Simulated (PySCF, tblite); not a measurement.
# C₃H₁₀GeOSi₂: geometry, infrared bands and NMR shifts

Aim: predict the infrared bands and NMR shifts of C₃H₁₀GeOSi₂ (`C=C1C[SiH2][O][GeH2][SiH2]1`).

Computed with tblite 0.8.0 and PySCF 2.14.0, with density-fitted response routines of our own, on a single molecule in the gas phase. Atoms count from 0, in the outputs and in this text.

## Step 1: Starting geometry

17 atoms, charge 0, multiplicity 1; geometry from: force field or distance geometry start.

Bonds of the start (Å): C0–C1 1.34, C1–C2 1.51, C2–Si3 1.90, Si3–O4 1.72, O4–Ge5 1.80, Ge5–Si6 2.31, Si6–C1 1.85, C0–H7 1.08, C0–H8 1.08, C2–H9 1.11, C2–H10 1.11, Si3–H11 1.46, Si3–H12 1.49, Ge5–H13 1.55, Ge5–H14 1.55, Si6–H15 1.48, Si6–H16 1.46.

## Step 2: Relaxing the molecule with GFN2-xTB

What the job is given:

```
{"job": {"kind": "relax", "xc": "GFN2-xTB", "basis": "xTB"}, "charge": 0, "multiplicity": 1}
C      1.190000    -1.948800    -0.849700
C      0.713000    -0.918800    -0.129100
C     -0.355400    -1.129700     0.916700
Si    -1.845900     0.002000     0.585800
O     -1.473300     1.623500     1.025500
Ge    -0.313400     2.213800    -0.217600
Si     1.480200     0.758100    -0.310600
H      0.776100    -2.939600    -0.733400
H      1.983900    -1.803400    -1.570100
H      0.037800    -0.904400     1.926300
H     -0.731900    -2.177500     0.912100
H     -2.259500    -0.104100    -0.814300
H     -2.967500    -0.460800     1.443400
H      0.196200     3.629300     0.165900
H     -1.005000     2.276700    -1.598700
H      2.388800     1.011400     0.829700
H      2.178800     0.884200    -1.591700
```

On the command line:

```bash
OMP_NUM_THREADS=1 python probes_run.py task.json out
```

The driver reads the jobs from task.json and runs them one after another.

**Question.** This job is followed by: GFN2-xTB harmonic vibrations, gas phase; GIAO PBE0/pcSseg-1 NMR shielding, non-relativistic, gas phase. What will the session give for the following? strongest single infrared mode (GFN2-xTB); zero-point energy (GFN2-xTB); 13C shifts against TMS (PBE0/pcSseg-1); 1H shifts against TMS (PBE0/pcSseg-1, means over atoms taken as alike); 29Si shifts against TMS (PBE0/pcSseg-1); 17O shifts against H2O (PBE0/pcSseg-1); 73Ge shifts against GeMe4 (PBE0/pcSseg-1).

**Answer**, as computed:

| quantity | value |
| --- | --- |
| strongest single infrared mode (GFN2-xTB) | 1840 cm⁻¹, 626 km/mol |
| zero-point energy (GFN2-xTB) | 68.9 kcal/mol |
| 13C shifts against TMS (PBE0/pcSseg-1) | 146.6, 134.6, 33.0 ppm |
| 1H shifts against TMS (PBE0/pcSseg-1, means over atoms taken as alike) | 6.09, 5.93, 5.85, 5.15, 4.52, 1.91 ppm |
| 29Si shifts against TMS (PBE0/pcSseg-1) | -14.5, -69.2 ppm |
| 17O shifts against H2O (PBE0/pcSseg-1) | -2.3 ppm |
| 73Ge shifts against GeMe4 (PBE0/pcSseg-1) | -53 ppm |

**Reading.** Over 91 steps the energy fell by 0.694 eV; of the close pairs, Si3–Ge5 changed most, 2.808 to 3.171 Å. No mode is imaginary among the 45: a minimum at this level. The strongest single mode, at 1840 cm⁻¹, moves mainly H14 and H13. Unscaled tight-binding wavenumbers are off by several per cent, some by more. Its intensities can rank the bands wrongly. The most deshielded carbon is C1 (fully substituted alkene carbon), at 146.6 ppm: an sp2 carbon of a C=C bond. At PBE0/pcSseg-1: The largest span, 403 ppm, is at Ge5, where the paramagnetic term is -1374 ppm. Spin-orbit coupling is left out, which matters for shieldings and couplings at and beside the heavy atoms.
